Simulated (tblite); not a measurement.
# Si15: the cost of one run

Computed with tblite 0.8.0 and PySCF 2.14.0 and routines of our own; the level stands in each step. Atoms count from 0.

## (1) The system as given

15 atoms, charge 0, multiplicity 1; geometry from: force field, distance geometry or constructed start.

## (2) Optimising the geometry with GFN1-xTB

What the job is given:

```
{"job": {"kind": "relax", "xc": "GFN1-xTB", "basis": "xTB"}, "charge": 0, "multiplicity": 1}
Si     2.042200     1.105500     0.231600
Si     0.962500     0.994000    -2.226600
Si     0.203700    -2.558800    -0.516300
Si    -2.110200     1.522100     0.292300
Si     0.944400     0.046100     2.441900
Si    -0.003300    -0.000500    -0.002600
Si    -0.049000     2.049200     1.623900
Si    -0.383900    -1.943900     1.705200
Si    -1.538400     0.088500     2.111400
Si    -0.372500    -1.129800    -2.328800
Si     1.957700    -1.010200    -1.410600
Si    -2.039800    -1.109300    -0.233200
Si    -0.042300     2.520200    -0.696900
Si    -1.521400     0.907500    -1.925300
Si     1.947500    -1.475800     0.920800
```

On the command line:

```sh
> OMP_NUM_THREADS=1 python large_run.py task.json out
```

The driver reads the jobs from task.json and runs them one after another.

**Question.** How long does this first job take on 1 thread of Arm Neoverse V2, shared host, and how much memory does it need?

About 2.5 s, with a peak of 0.16 GiB.
